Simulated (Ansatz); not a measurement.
WAu in Ansatz: the effect of Hubbard term

Crystal: WAu.

```
W Au
1.0
     0.00000    2.90921    2.90921
     2.90921    0.00000    2.90921
     2.90921    2.90921    0.00000
W Au
1 1
Direct
  0.00000 0.00000 0.00000
  0.75000 0.75000 0.75000
```

The cell was built by a generator and needn't be a form met in nature.

Alike in all runs:

| Property | Result |
| --- | --- |
| Program | Ansatz 0.2.0 |
| Task | density of states |
| Functional | r2SCAN |
| Potentials or basis | Ansatz PAW |
| Cutoff | 500 eV (not typed: the program's choice for these potentials) |
| k mesh | 8 × 8 × 8 |
| Occupations | fermi-dirac, width 0.05 eV |
| Spin | no spin polarisation |
| Hubbard projectors | ortho-atomic (the default) |
| Double counting | fll (the default) |

| Hubbard term | pressure (GPa) |
| --- | --- |
| none | -3.3 |
| Au d U = 2 eV, W d U = 2 eV | -1.3 |
| Au d U = 3 eV, W d U = 3 eV | 2.0 |
| Au d U = 4 eV, W d U = 4 eV | ? |
| Au d U = 5 eV, W d U = 5 eV | 16.3 |
| Au d U = 6 eV, W d U = 6 eV | 20.7 |

Problem. What does the run with Hubbard term Au d U = 4 eV, W d U = 4 eV give?

Solution. Pressure 11.1 GPa.

Worked out: A parabola through the other rows of the pressure, of slope 5.69 GPa per eV there, gives 7.7 GPa, against the run's 11.1.

Caveats: the PAW data sets come from PBE, with cores solved anew for the run's functional, which leaves a small shift of forces and pressure; U without spin polarisation on a metal has little footing (some runs); the U is typed as a test and isn't derived for this compound (some runs).

Runs at the PBE level aren't shown here.
